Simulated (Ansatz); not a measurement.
# C4H9BOS: the cost of one run

Program: Ansatz 0.2.0. Level of theory: RKS B3LYP/6-31G*. These are calculated values, not measurements.

1 further run of the same task is left out (it didn't finish).

### 1 The starting structure

Bond lengths (14 of 16 bonds, heavy atoms first): C1–O2 1.385 Å, O2–C3 1.400 Å, C3–C4 1.569 Å, C3–C5 1.517 Å, C5–B6 1.630 Å, C3–S7 1.841 Å, B6–S7 1.929 Å, C1–H8 1.130 Å, C1–H9 1.108 Å, C1–H10 1.064 Å, C4–H11 1.024 Å, C4–H12 1.122 Å, C4–H13 1.115 Å, C5–H14 1.064 Å. Angles (14 of 29 angles, heavy atoms first): C1–O2–C3 110.0°, O2–C3–C4 117.9°, O2–C3–C5 115.3°, O2–C3–S7 108.8°, C4–C3–C5 112.4°, C4–C3–S7 105.2°, C5–C3–S7 93.8°, C3–C5–B6 99.6°, C5–B6–S7 87.1°, C3–S7–B6 79.2°, O2–C1–H8 106.1°, O2–C1–H9 112.0°, O2–C1–H10 113.9°, C3–C4–H11 114.5°.

Coordinates:

```xyz
16

C    -1.9089   -0.6266    0.0399
O    -1.0040   -0.1437    0.9702
C     0.2735   -0.0686    0.4019
C     0.8889   -1.3821   -0.1964
C     0.5210    1.1403   -0.4801
B     1.5100    1.9910    0.4968
S     1.4660    0.4786    1.6939
H    -2.9271   -0.2769    0.3832
H    -1.8181   -0.1081   -0.9348
H    -1.9333   -1.6880   -0.0272
H     1.8880   -1.3240   -0.4109
H     0.2949   -1.6182   -1.1180
H     0.6137   -2.1970    0.5124
H     0.9970    0.9185   -1.4059
H    -0.4121    1.7149   -0.6295
H     1.5274    3.1673    0.7489
```

### 2 End point A

Contents of input.yaml:

```yaml
crystal:
  periodic: [false, false, false]
  atoms:
    - { symbol: C, position_ang: [-1.9089, -0.6266, 0.0399] }
    - { symbol: O, position_ang: [-1.004, -0.1437, 0.9702] }
    - { symbol: C, position_ang: [0.2735, -0.0686, 0.4019] }
    - { symbol: C, position_ang: [0.8889, -1.3821, -0.1964] }
    - { symbol: C, position_ang: [0.521, 1.1403, -0.4801] }
    - { symbol: B, position_ang: [1.51, 1.991, 0.4968] }
    - { symbol: S, position_ang: [1.466, 0.4786, 1.6939] }
    - { symbol: H, position_ang: [-2.9271, -0.2769, 0.3832] }
    - { symbol: H, position_ang: [-1.8181, -0.1081, -0.9348] }
    - { symbol: H, position_ang: [-1.9333, -1.688, -0.0272] }
    - { symbol: H, position_ang: [1.888, -1.324, -0.4109] }
    - { symbol: H, position_ang: [0.2949, -1.6182, -1.118] }
    - { symbol: H, position_ang: [0.6137, -2.197, 0.5124] }
    - { symbol: H, position_ang: [0.997, 0.9185, -1.4059] }
    - { symbol: H, position_ang: [-0.4121, 1.7149, -0.6295] }
    - { symbol: H, position_ang: [1.5274, 3.1673, 0.7489] }
basis:
  gaussian: { orbitals: "6-31G*" }
hamiltonian:
  xc: b3lyp
relax:
  f_tol: 0.015
  max_steps: 40
```

Run with:

```bash
$ ansatz run input.yaml --threads 2 --pin off --max-ram 3072MiB --backend cpu --events-out ev --progress --plain --runs-dir out
```

What time and memory should one allow on 2 threads of Arm Neoverse V2, shared host?

About 60 s, with a peak of 0.38 GiB.
